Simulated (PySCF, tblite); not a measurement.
**ClF4HOSi2, a small molecule taken as a stand-in for a surface group (Si site with back bonds F, Cl, O[Si](F)(F)F): NMR shifts, core binding energies and electronic excitations**

Wanted: the NMR shifts, core binding energies and electronic excitations for `F[SiH](Cl)O[Si](F)(F)F`.

Programs: tblite 0.8.0 and PySCF 2.14.0. All values are calculated, for the isolated system unless a continuum is named. Atoms count from 0, parts from 1.

### 1 Starting point

9 atoms, charge 0, multiplicity 1; geometry: distance geometry start.

### 2 Relaxing the cluster with GFN2-xTB

What the job is given:

```
{"job": {"kind": "relax", "xc": "GFN2-xTB", "basis": "xTB"}, "charge": 0, "multiplicity": 1}
Si    -1.982917    -0.122433     1.924078
F     -2.109544    -0.847464     3.442461
Cl    -3.950553     0.152257     1.136118
O     -1.042827    -1.140720     0.837056
Si    -0.048019    -0.545977    -0.486058
F      1.345168    -1.518842    -0.617062
F      0.432180     1.034198    -0.191777
F     -0.910886    -0.612984    -1.926241
H     -1.333349     1.155798     2.071485
```

Level: GFN2-xTB geometry optimisation, gas phase.

The run is started by

```sh
$ OMP_NUM_THREADS=1 python cluster_run.py task.json out
```

One launch serves the whole session: the jobs run in the order shown.

Output:

```text
step      E/eV     max force
  0    -866.92411    3.363
  1    -867.58073    2.523
  2    -868.12370    3.230
  3    -868.35618    0.798
  4    -868.40482    0.725
  5    -868.44601    0.514
  6    -868.46339    0.552
  7    -868.53128    0.679
  8    -868.55376    0.365
  9    -868.56444    0.314
 10    -868.57020    0.222
 11    -868.57511    0.292
 12    -868.58178    0.313
 13    -868.58828    0.238
 14    -868.59240    0.212
 15    -868.59498    0.201
 16    -868.59830    0.208
 17    -868.60395    0.239
 18    -868.61092    0.240
 19    -868.61567    0.165
 20    -868.61771    0.130
 21    -868.61918    0.139
 22    -868.62173    0.215
 23    -868.62623    0.260
 24    -868.63199    0.274
 25    -868.63650    0.185
 26    -868.63922    0.118
 27    -868.64081    0.123
 28    -868.64257    0.160
 29    -868.64469    0.151
 30    -868.64644    0.158
 31    -868.64735    0.069
 32    -868.64783    0.063
 33    -868.64807    0.046
 34    -868.64839    0.048
 35    -868.64900    0.050
 36    -868.64936    0.052
 37    -868.64957    0.040
 38    -868.64972    0.038
 39    -868.64998    0.044
 40    -868.65041    0.071
 41    -868.65102    0.069
 42    -868.65174    0.073
 43    -868.65097    0.208
 44    -868.65255    0.141
 45    -868.65325    0.079
 46    -868.65385    0.126
 47    -868.65486    0.092
 48    -868.65748    0.202
 49    -868.65878    0.095
 50    -868.65951    0.176
 51    -868.66076    0.075
 52    -868.66121    0.048
 53    -868.66152    0.087
 54    -868.66196    0.051
 55    -868.66243    0.046
 56    -868.66308    0.070
 57    -868.66331    0.060
 58    -868.66343    0.035
 59    -868.66351    0.033
 60    -868.66358    0.020
 61    -868.66361    0.016
 62    -868.66363    0.017
 63    -868.66365    0.019
 64    -868.66367    0.010
 65    -868.66369    0.008
 66    -868.66369    0.006
```

Wall time 2.1 s (1 thread of Arm Neoverse V1, shared host).

The steps of the relaxation: (not every step is listed)

```csv
step,energy from step 0 (eV),largest force (eV/Å)
0,0.0000,3.3630
2,-1.1996,3.2296
4,-1.4807,0.7249
6,-1.5393,0.5513
8,-1.6296,0.3647
10,-1.6461,0.2218
12,-1.6577,0.3125
14,-1.6683,0.2115
16,-1.6742,0.2078
20,-1.6936,0.1291
24,-1.7079,0.2743
28,-1.7185,0.1601
32,-1.7237,0.0636
36,-1.7252,0.0524
40,-1.7263,0.0713
44,-1.7284,0.1406
48,-1.7334,0.2019
52,-1.7371,0.0469
56,-1.7390,0.0701
58,-1.7393,0.0349
60,-1.7395,0.0199
62,-1.7395,0.0173
64,-1.7396,0.0107
66,-1.7396,0.0061
```

Close pairs (by a distance rule), those that changed most:

```csv
bond,before (Å),after (Å),change (Å)
O3–Si4,1.759,1.582,-0.177
Si0–Cl2,2.137,1.968,-0.169
Si0–O3,1.761,1.623,-0.138
Si4–F5,1.704,1.574,-0.131
Si4–F7,1.680,1.576,-0.105
Si4–F6,1.678,1.573,-0.104
Si0–F1,1.687,1.599,-0.088
Si0–H8,1.441,1.439,-0.002
```

### 3 Optimising the geometry at PBE0-D3(BJ)/def2-SVP

What the job is given:

```
{"job": {"xc": "PBE0", "basis": "def2-SVP", "d3": "d3bj", "grid": 2, "kind": "geom", "shake": 0.01}, "charge": 0, "multiplicity": 1}
Si    -0.956746     0.265508     1.240269
F     -0.658773    -1.038333     2.068701
Cl    -2.780224     0.100912     0.415409
O      0.203340     0.369311     0.086484
Si     1.005180    -0.169149    -1.153988
F      1.853489    -1.434802    -0.794254
F      1.995630     0.980241    -1.599768
F      0.097323    -0.531601    -2.366965
H     -0.714971     1.434766     2.095563
```

Output:

```text
step   0  E = -1513.23248002  max force = 0.023257
step   1  E = -1513.23771725  max force = 0.009278
step   2  E = -1513.23810137  max force = 0.004457
step   3  E = -1513.23815638  max force = 0.000853
step   4  E = -1513.23816630  max force = 0.000302
optimisation converged
```

It took 56 s on 1 thread of Arm Neoverse V1, shared host; peak memory 0.68 GiB.

The steps of the relaxation:

```csv
step,energy from step 0 (eV),largest force component (eV/Å)
0,0.0000,1.1959
1,-0.1425,0.4771
2,-0.1530,0.2292
3,-0.1545,0.0439
4,-0.1547,0.0155
```

Close pairs (by a distance rule), those that changed most:

```csv
bond,before (Å),after (Å),change (Å)
O3–Si4,1.572,1.614,+0.042
Si0–F1,1.573,1.606,+0.033
Si4–F7,1.558,1.591,+0.033
Si0–Cl2,2.008,2.034,+0.026
Si4–F5,1.566,1.590,+0.025
Si4–F6,1.581,1.591,+0.009
Si0–H8,1.469,1.469,+0.000
Si0–O3,1.639,1.639,-0.000
```

The end geometry stands in the next job.

```csv
at the end point,value
point group (found at 0.08 Å tolerance),C1
"rotational constants (GHz, main isotopes)","1.989, 0.673, 0.599"
dipole moment (D),1.69
```

### 4 Nuclear shieldings: PBE0/pcSseg-1

What the job is given:

```
{"job": {"kind": "nmr", "xc": "PBE0", "basis": "pcSseg-1"}, "charge": 0, "multiplicity": 1}
Si    -1.024606     0.191889     1.128774
F     -0.711462    -1.122926     1.996744
Cl    -2.880970    -0.005777     0.320923
O      0.084546     0.281757    -0.074963
Si     0.960683    -0.209831    -1.337749
F      1.816703    -1.496895    -0.963567
F      1.955595     0.951043    -1.776428
F      0.028892    -0.570557    -2.575645
H     -0.922070     1.383366     1.982047
```

With the program's defaults for keys left out, this is: GIAO PBE0/pcSseg-1 NMR shielding, non-relativistic, gas phase.

Output:

```text
coarse grid: 10928 points
cycle   1  E = -1513.5740217147  dE =  9.886e-01  |g| = 1.155e+00  |ddm| = 3.087e+00
cycle   2  E = -1513.3866592786  dE =  1.874e-01  |g| = 1.625e+00  |ddm| = 1.586e+00
cycle   3  E = -1513.7881654494  dE = -4.015e-01  |g| = 7.252e-02  |ddm| = 9.107e-01
cycle   4  E = -1513.7888891006  dE = -7.237e-04  |g| = 4.042e-02  |ddm| = 8.555e-02
cycle   5  E = -1513.7891463579  dE = -2.573e-04  |g| = 8.014e-03  |ddm| = 2.697e-02
cycle   6  E = -1513.7891543392  dE = -7.981e-06  |g| = 2.406e-03  |ddm| = 5.784e-03
final grid: 98600 points
cycle   7  E = -1513.8653929267  dE = -2.764e-05  |g| = 9.057e-03  |ddm| = 1.103e-02
cycle   8  E = -1513.8653736623  dE =  1.926e-05  |g| = 1.392e-02  |ddm| = 1.101e-02
cycle   9  E = -1513.8654055167  dE = -3.185e-05  |g| = 6.149e-04  |ddm| = 7.017e-03
cycle  10  E = -1513.8654055717  dE = -5.501e-08  |g| = 2.573e-04  |ddm| = 5.817e-04
cycle  11  E = -1513.8654055830  dE = -1.129e-08  |g| = 4.755e-05  |ddm| = 1.947e-04
cycle  12  E = -1513.8654055832  dE = -2.524e-10  |g| = 1.891e-05  |ddm| = 3.705e-05
converged SCF energy = -1513.8654055832

GIAO shielding tensors (ppm)
atom      isotropic    diamagn.    paramagn.     s11        s22        s33       span
  0 Si     392.048     877.158    -485.110    371.475    389.930    414.739     43.264
  1 F      296.222     468.873    -172.651    236.500    284.582    367.584    131.084
  2 Cl     855.191    1148.352    -293.162    739.715    783.602   1042.254    302.539
  3 O      244.094     397.934    -153.840    201.195    228.258    302.828    101.632
  4 Si     458.981     878.434    -419.453    454.917    458.070    463.955      9.038
  5 F      332.817     468.225    -135.408    288.797    294.614    415.039    126.242
  6 F      336.793     467.427    -130.634    293.666    296.048    420.665    126.999
  7 F      333.111     468.041    -134.930    289.634    294.293    415.407    125.773
  8 H       26.197      27.309      -1.112     22.202     23.467     32.922     10.720
```

It took 20 s on 1 thread of Arm Neoverse V1, shared host; peak memory 0.94 GiB.

Shifts follow as δ = σ(reference) − σ, with reference shieldings (ppm) from runs at the same level and on the same kind of geometry: 1H TMS 31.27, 29Si TMS 352.0, 19F CFCl3 177.2, 17O H2O 334.6, 35Cl HCl 943. The references are single molecules in the gas phase, so shifts against H2O, NH3, PH3, H3PO4 or CFCl3 are not on the usual liquid scales and can be off by tens of ppm.

```csv
atoms,environment,σ (ppm),δ (ppm)
H8,"hydrogen on a silicon bonded to Cl, F, O",26.20,5.07
Si0,"silicon bonded to Cl, F, O, H",392.0,-40.1
Si4,"silicon bonded to 3 F, O",459.0,-107.0
F1,fluorine bonded to Si,296.2,-119.0
F5,fluorine bonded to Si,332.8,-155.6
F7,fluorine bonded to Si,333.1,-155.9
F6,fluorine bonded to Si,336.8,-159.5
Cl2,chlorine bonded to Si,855,88
O3,oxygen bonded to 2 Si,244.1,90.5
```

Charges from the same density, by scheme (e):

```csv
atoms,Mulliken,IAO,Hirshfeld,ESP fit
Si0,1.16,1.39,0.51,0.56
F1,-0.40,-0.52,-0.19,-0.22
Cl2,-0.30,-0.29,-0.10,-0.14
O3,-0.70,-0.87,-0.30,-0.45
Si4,1.50,1.93,0.66,1.24
F5,-0.39,-0.51,-0.18,-0.32
F6,-0.39,-0.51,-0.18,-0.33
F7,-0.39,-0.51,-0.18,-0.33
```

Mayer bond orders: Si0–F1 0.98, Si0–Cl2 1.03, Si0–O3 0.92, O3–Si4 0.98, Si4–F5 0.99, Si4–F6 0.99, Si4–F7 0.99.

### 5 Core holes by ΔSCF: SCAN, X2C

Settings changed since step 4:

```diff
@@ -1,2 +1,2 @@
-{"job": {"kind": "nmr", "xc": "PBE0", "basis": "pcSseg-1"}, "charge": 0, "multiplicity": 1}
+{"job": {"kind": "xps", "holes": 5}, "charge": 0, "multiplicity": 1}
 Si    -1.024606     0.191889     1.128774
```

Level: delta-SCF UKS SCAN, pcX-2 on the ionised atom, pcseg-1 elsewhere, spin-free X2C.

Output:

```text
ground state, core basis on atom 0 (Si), 171 functions
  cycle   1  E = -1517.25511589  |g| = 1.11e+00
  cycle   2  E = -1516.89382401  |g| = 1.86e+00
  cycle   3  E = -1517.46128579  |g| = 1.05e-01
  cycle   4  E = -1517.46291803  |g| = 6.26e-02
  cycle   5  E = -1517.46358621  |g| = 1.25e-02
  cycle   6  E = -1517.46360871  |g| = 3.31e-03
  cycle   7  E = -1517.46361080  |g| = 1.38e-03
  cycle   8  E = -1517.46361333  |g| = 2.57e-04
  E(ground) = -1517.47691069 Eh
hole in Si 2p of atom 0
  cycle   1  E = -1513.08501276  |g| = 1.24e+00
  cycle   2  E = -1512.74538603  |g| = 1.32e+00
  cycle   3  E = -1513.28435919  |g| = 4.52e-01
  cycle   4  E = -1513.39345764  |g| = 1.02e-01
  cycle   5  E = -1513.39559060  |g| = 6.78e-02
  cycle   6  E = -1513.39725278  |g| = 1.87e-02
  cycle   7  E = -1513.39738675  |g| = 4.76e-03
  cycle   8  E = -1513.39739489  |g| = 2.45e-03
  cycle   9  E = -1513.39739725  |g| = 6.72e-04
  cycle  10  E = -1513.39739746  |g| = 2.22e-04
  E(ion) = -1513.42054965 Eh   <S^2> = 0.7515   hole on atom = 1.003   binding energy = 110.379 eV
  2p3/2 = 110.216 eV   2p1/2 = 110.844 eV
ground state, core basis on atom 1 (F), 160 functions
  cycle   1  E = -1517.39561332  |g| = 1.27e-01
  cycle   2  E = -1517.39471765  |g| = 9.99e-02
  cycle   3  E = -1517.39551145  |g| = 6.78e-02
  cycle   4  E = -1517.39613200  |g| = 7.67e-03
  cycle   5  E = -1517.39614308  |g| = 1.65e-03
  cycle   6  E = -1517.39614504  |g| = 5.24e-04
  cycle   7  E = -1517.39614401  |g| = 9.30e-05
  E(ground) = -1517.45176451 Eh
hole in F 1s of atom 1
  cycle   1  E = -1491.01778863  |g| = 2.58e+00
  cycle   2  E = -1490.96715987  |g| = 2.12e+00
  cycle   3  E = -1491.86416192  |g| = 3.34e-01
  cycle   4  E = -1491.87656658  |g| = 2.41e-01
  cycle   5  E = -1491.90764924  |g| = 3.54e-02
  cycle   6  E = -1491.90789144  |g| = 2.47e-02
  cycle   7  E = -1491.90815708  |g| = 4.54e-03
  cycle   8  E = -1491.90816455  |g| = 1.36e-03
  cycle   9  E = -1491.90816526  |g| = 7.71e-04
  cycle  10  E = -1491.90816460  |g| = 2.47e-04
  E(ion) = -1491.96968764 Eh   <S^2> = 0.7567   hole on atom = 1.000   binding energy = 693.403 eV
ground state, core basis on atom 2 (Cl), 171 functions
  cycle   1  E = -1517.53272976  |g| = 4.97e-01
  cycle   2  E = -1517.52856982  |g| = 2.03e-01
  cycle   3  E = -1517.52392098  |g| = 2.63e-01
  cycle   4  E = -1517.53501216  |g| = 1.42e-02
  cycle   5  E = -1517.53503624  |g| = 7.48e-03
  cycle   6  E = -1517.53504979  |g| = 1.41e-03
  cycle   7  E = -1517.53504960  |g| = 4.26e-04
  E(ground) = -1517.57206221 Eh
hole in Cl 2p of atom 2
  cycle   1  E = -1509.44019326  |g| = 1.71e+00
  cycle   2  E = -1509.54349676  |g| = 1.19e+00
  cycle   3  E = -1509.86768243  |g| = 2.74e-01
  cycle   4  E = -1509.88511314  |g| = 1.89e-01
  cycle   5  E = -1509.89680732  |g| = 3.38e-02
  cycle   6  E = -1509.89724587  |g| = 1.32e-02
  cycle   7  E = -1509.89729557  |g| = 5.38e-03
  cycle   8  E = -1509.89730402  |g| = 1.25e-03
  cycle   9  E = -1509.89730345  |g| = 3.02e-04
  E(ion) = -1509.94293966 Eh   <S^2> = 0.7518   hole on atom = 1.001   binding energy = 207.599 eV
  2p3/2 = 207.012 eV   2p1/2 = 208.666 eV
ground state, core basis on atom 3 (O), 160 functions
  cycle   1  E = -1517.38680516  |g| = 1.14e-01
  cycle   2  E = -1517.38441129  |g| = 1.40e-01
  cycle   3  E = -1517.38743252  |g| = 4.46e-02
  cycle   4  E = -1517.38774668  |g| = 8.18e-03
  cycle   5  E = -1517.38776107  |g| = 2.05e-03
  cycle   6  E = -1517.38775809  |g| = 3.45e-04
  E(ground) = -1517.43825917 Eh
hole in O 1s of atom 3
  cycle   1  E = -1496.72279634  |g| = 2.23e+00
  cycle   2  E = -1496.24103431  |g| = 2.21e+00
  cycle   3  E = -1497.45275353  |g| = 5.10e-01
  cycle   4  E = -1497.49477730  |g| = 3.66e-01
  cycle   5  E = -1497.54153676  |g| = 5.26e-02
  cycle   6  E = -1497.54204950  |g| = 2.99e-02
  cycle   7  E = -1497.54248318  |g| = 6.16e-03
  cycle   8  E = -1497.54249091  |g| = 3.42e-03
  cycle   9  E = -1497.54249647  |g| = 8.66e-04
  cycle  10  E = -1497.54249673  |g| = 2.14e-04
  E(ion) = -1497.59457842 Eh   <S^2> = 0.7613   hole on atom = 1.000   binding energy = 539.974 eV
ground state, core basis on atom 4 (Si), 171 functions
  cycle   1  E = -1517.48281873  |g| = 3.24e-01
  cycle   2  E = -1517.47698205  |g| = 2.39e-01
  cycle   3  E = -1517.48225032  |g| = 1.58e-01
  cycle   4  E = -1517.48666811  |g| = 2.99e-02
  cycle   5  E = -1517.48680776  |g| = 8.50e-03
  cycle   6  E = -1517.48681673  |g| = 6.75e-04
  cycle   7  E = -1517.48681703  |g| = 3.62e-04
  E(ground) = -1517.49878732 Eh
hole in Si 2p of atom 4
  cycle   1  E = -1513.08612797  |g| = 1.24e+00
  cycle   2  E = -1512.87542982  |g| = 1.24e+00
  cycle   3  E = -1513.29969029  |g| = 4.61e-01
  cycle   4  E = -1513.37368281  |g| = 1.09e-01
  cycle   5  E = -1513.37688330  |g| = 3.89e-02
  cycle   6  E = -1513.37733828  |g| = 2.09e-02
  cycle   7  E = -1513.37748286  |g| = 7.42e-03
  cycle   8  E = -1513.37749763  |g| = 2.19e-03
  cycle   9  E = -1513.37750333  |g| = 7.14e-04
  cycle  10  E = -1513.37750248  |g| = 2.23e-04
  E(ion) = -1513.40278667 Eh   <S^2> = 0.7510   hole on atom = 1.003   binding energy = 111.458 eV
  2p3/2 = 111.256 eV   2p1/2 = 111.882 eV
```

Run time: 38 s. Hardware: 1 thread of Arm Neoverse V1, shared host; peak memory 0.64 GiB.

Binding energies by hole, beside the orbital energy of the ground state; the difference holds orbital relaxation and, for a density functional, its self-interaction error:

```csv
hole,stands for,environment,ΔSCF (eV; 2p as the shell's mean),−ε (eV),⟨S²⟩
Si2p on Si0,Si0,"silicon bonded to Cl, F, O, H",110.43,99.3,0.751
F1s on F1,F1,fluorine bonded to Si,693.40,667.4,0.757
Cl2p on Cl2,Cl2,chlorine bonded to Si,207.56,194.3,0.752
O1s on O3,O3,oxygen bonded to 2 Si,539.97,518.3,0.761
Si2p on Si4,Si4,"silicon bonded to 3 F, O",111.47,99.8,0.751
```

With the spin-orbit splitting: Si0 2p3/2 110.22, 2p1/2 110.84 eV; Cl2 2p3/2 207.01, 2p1/2 208.67 eV; Si4 2p3/2 111.26, 2p1/2 111.88 eV. The table gives each 2p level as the mean over the whole 2p shell (two parts 2p3/2, one part 2p1/2), which differs a little from the single hole in the log.

### 6 Excited states and response: CAM-B3LYP/def2-SVPD

Settings changed since step 5:

```diff
@@ -1,2 +1,2 @@
-{"job": {"kind": "xps", "holes": 5}, "charge": 0, "multiplicity": 1}
+{"job": {"kind": "uv", "xc": "CAM-B3LYP", "basis": "def2-SVPD", "nstates": 6, "ntriplets": 2, "ip": true}, "charge": 0, "multiplicity": 1}
 Si    -1.024606     0.191889     1.128774
```

With the program's defaults for keys left out, this is: TDDFT CAM-B3LYP/def2-SVPD, vertical, gas phase, core orbitals frozen in the response.

Output:

```text
coarse grid: 10928 points
cycle   1  E = -1513.6638098208  dE =  9.306e-01  |g| = 1.093e+00  |ddm| = 5.357e+00
cycle   2  E = -1513.5983080509  dE =  6.550e-02  |g| = 1.321e+00  |ddm| = 4.227e+00
cycle   3  E = -1513.8794364099  dE = -2.811e-01  |g| = 7.132e-02  |ddm| = 1.443e+00
cycle   4  E = -1513.8803265143  dE = -8.901e-04  |g| = 2.827e-02  |ddm| = 2.000e-01
cycle   5  E = -1513.8804736241  dE = -1.471e-04  |g| = 1.017e-02  |ddm| = 4.202e-02
cycle   6  E = -1513.8804895896  dE = -1.597e-05  |g| = 2.290e-03  |ddm| = 1.900e-02
cycle   7  E = -1513.8804907091  dE = -1.119e-06  |g| = 3.913e-04  |ddm| = 4.924e-03
final grid: 98600 points
cycle   8  E = -1514.0599470008  dE = -1.140e-05  |g| = 2.757e-03  |ddm| = 2.918e-02
cycle   9  E = -1514.0599468079  dE =  1.929e-07  |g| = 3.095e-03  |ddm| = 4.925e-03
cycle  10  E = -1514.0599482858  dE = -1.478e-06  |g| = 1.953e-04  |ddm| = 2.633e-03
cycle  11  E = -1514.0599482928  dE = -7.014e-09  |g| = 7.242e-05  |ddm| = 4.217e-04
cycle  12  E = -1514.0599482938  dE = -1.037e-09  |g| = 2.578e-05  |ddm| = 1.195e-04
cycle  13  E = -1514.0599482939  dE = -1.078e-10  |g| = 5.724e-06  |ddm| = 3.308e-05
converged SCF energy = -1514.0599482939

Static polarisability (au): isotropic 59.747, principal 53.185 59.451 66.606

Singlet excitations
state   eV       nm        f      main configurations
  1   8.8494    140.1   0.05808   H->L+1 0.30, H->L+2 0.15, H-1->L 0.13
  2   8.8670    139.8   0.04773   H-1->L+1 0.20, H->L+2 0.19, H-1->L+2 0.17
  3   9.0809    136.5   0.01746   H->L+1 0.47, H->L+2 0.21
  4   9.2609    133.9   0.00469   H-1->L+1 0.36, H-1->L 0.25, H->L 0.08
  5   9.3277    132.9   0.00258   H-1->L+2 0.42, H-1->L 0.23, H->L+2 0.10
  6   9.5649    129.6   0.05300   H->L 0.34, H->L+2 0.14, H-1->L+1 0.12

Triplet excitations (Tamm-Dancoff, eV): 8.2588 8.3497
Vertical ionisation energy (delta-SCF) = 13.3602 eV
```

Wall time 4.9 min (1 thread of Arm Neoverse V1, shared host); peak memory 1.1 GiB.

The orbitals next to the gap, with their largest atomic shares:

```csv
orbital,eV,atoms
HOMO−3,-13.18,"O3 62 %, F5 10 %, F1 10 %"
HOMO−2,-12.38,"Cl2 30 %, O3 25 %, Si0 17 %"
HOMO−1,-11.59,"Cl2 83 %, O3 7 %, Si0 5 %"
HOMO,-11.55,"Cl2 80 %, Si0 11 %, H8 5 %"
LUMO,0.33,"Si4 42 %, Si0 14 %, O3 11 %"
LUMO+1,1.07,"Cl2 37 %, Si0 28 %, H8 12 %"
LUMO+2,1.10,"Si0 32 %, Cl2 25 %, H8 19 %"
```

With each of the 6 states as a Gaussian band of 0.4 eV half-width at 1/e, the curve within the window shown has maxima at 139 nm (ε 5,100) L/(mol cm). Beyond the last state computed it falls off for lack of states. The curve at chosen wavelengths:

nm, ε (L/mol/cm) and a bar:
```
      126       1282 #####
      127       1689 ########
      128       2081 ##########
      129       2420 ############
      130       2691 ##############
      131       2904 ################
      132       3093 #################
      133       3301 ##################
      134       3563 ####################
      135       3888 ######################
      136       4255 #########################
      137       4615 ###########################
      138       4902 #############################
      139       5055 ##############################
      140       5032 ##############################
      141       4819 ############################
      142       4432 ##########################
      143       3914 ######################
      144       3320 ##################
      145       2707 ##############
      146       2123 ##########
      147       1605 #######
      148       1170 ####
      149        823 ##
      150        561
```

Ground-state properties from the same run:

```csv
property,computed
dipole moment (D),1.85
polarisability (Å³),8.85
HOMO–LUMO gap (eV),11.88
−ε(HOMO) (eV),11.55
```

### 7 Results

```
                                                    quantity                               value
                                                 point group                                  C1
                        rotational constants (main isotopes)                1.99, 0.67, 0.60 GHz
                       1H shifts against TMS (PBE0/pcSseg-1)                            5.07 ppm
                     29Si shifts against TMS (PBE0/pcSseg-1)                   -40.1, -107.0 ppm
                    19F shifts against CFCl3 (PBE0/pcSseg-1)  -119.0, -155.6, -155.9, -159.5 ppm
                     35Cl shifts against HCl (PBE0/pcSseg-1)                              88 ppm
                      17O shifts against H2O (PBE0/pcSseg-1)                            90.5 ppm
                           Si2p binding energies, SCAN/pcX-2           Si4 111.47, Si0 110.43 eV
F1s binding energies, SCAN/pcX-2 (standing for 1 of 4 atoms)                        F1 693.40 eV
                           Cl2p binding energies, SCAN/pcX-2                       Cl2 207.56 eV
                            O1s binding energies, SCAN/pcX-2                        O3 539.97 eV
                        lowest singlet (CAM-B3LYP/def2-SVPD)         8.85 eV (140 nm), f = 0.058
                                              lowest triplet                             8.26 eV
                           vertical ionisation energy (ΔSCF)                            13.36 eV
```

In words: The start of the PBE0/def2-SVP relaxation was shaken at random by about 0.01 Å, so part of the energy gained, and of the first lengths quoted, undoes that. The optimisation took 4 steps and gained 0.155 eV; among the close pairs (by a distance rule), O3–Si4 changed most, from 1.572 to 1.614 Å (PBE0/def2-SVP). At PBE0/pcSseg-1: The widest tensor belongs to Cl2: span 303 ppm, with a paramagnetic part of -293 ppm. At SCAN/pcX-2: The Si2p levels kept as sound span 1.04 eV, from Si0 (silicon bonded to Cl, F, O, H) up to Si4 (silicon bonded to 3 F, O). The lowest singlet, at 8.85 eV, is HOMO→LUMO+1 0.30, HOMO→LUMO+2 0.15 and is bright; of the 6 states computed, the strongest absorption comes from states 1 to 2 together at 8.85 eV (the last state computed absorbs too, and its partners may lie past the list). The lowest triplet lies 0.59 eV below the lowest singlet (triplets in Tamm-Dancoff, singlets in full TDDFT). The orbital energy would give 11.55 eV for ionisation, ΔSCF gives 13.36 eV. In this run the hole sits in HOMO−2, not in the HOMO; of the holes tried it gave the lowest energy.
